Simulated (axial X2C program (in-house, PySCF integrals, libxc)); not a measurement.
# HfIn: properties at the nuclei

Wanted for HfIn: properties at the nuclei, at the two-component level.

The runs use an in-house X2C program for linear molecules on PySCF integrals; two-component X2C with atomic mean-field terms, Hf dyall-cv3z, In dyall-cv3z.

All values are calculated.

## 1. The job

The input, task.json:

```json
{"zs": [72, 49], "q": 0, "bas": ["dyall-cv3z", "dyall-cv3z"], "r0": 2.94, "levels": ["PBE0", "HF", "PBE50", "LDA", "BHandHLYP"], "nst": 2}
```

Keys: zs atomic numbers; q charge; bas basis sets; r0 starting distance in Å; levels methods (HF also brings MP2); nst determinants followed.

The run is started by

```console
$ python soeom.py task.json out
```

After this run come: Expectation values, lowest determinant; Expectation values, a higher determinant.

What does the calculation give? Wanted: lowest determinant; Eeff magnitude; Ws magnitude Hf; A∥/gI Hf; qzz Hf; higher determinant (for each run or level that gives them).

As calculated:

```
                                        quantity                                    value
                              lowest determinant  Ω = 3/2 (excess of +ω over −ω: ω = 3/2)
                    Eeff magnitude (GV/cm), PBE0                                     15.6
                     Ws magnitude Hf (kHz), PBE0                                     9.71
                            A∥/gI Hf (MHz), PBE0                                      -93
                             qzz Hf (a.u.), PBE0                                    -5.15
                              higher determinant  Ω = 1/2 (excess of +ω over −ω: ω = 1/2)
Eeff magnitude (GV/cm), PBE0, higher determinant                                     4.61
 Ws magnitude Hf (kHz), PBE0, higher determinant                                       15
        A∥/gI Hf (MHz), PBE0, higher determinant                                     1050
         qzz Hf (a.u.), PBE0, higher determinant                                     0.83
```

**Reading.** In the first state, the effective field runs from 1.81 to 89.4 GV/cm over the mean-field levels, so the levels don't agree on it. The expectation values come from single determinants, which for open shells can mix terms of unlike spin or miss the lowest Ω, so a determinant need not be a state. Eeff is the effective electric field on the electron dipole moment in this Ω state and Ws the scalar–pseudoscalar constant (defined with the proton number Z and per Ω); A∥ is the parallel hyperfine constant, which follows by multiplying with the nuclear g factor gI = μI/(I μN); qzz is the electric field gradient, eQq0 = 234.96 MHz × Q/barn × qzz; μ is positive if In is the positive end. The operators were transformed with the bare-nucleus X2C matrices.
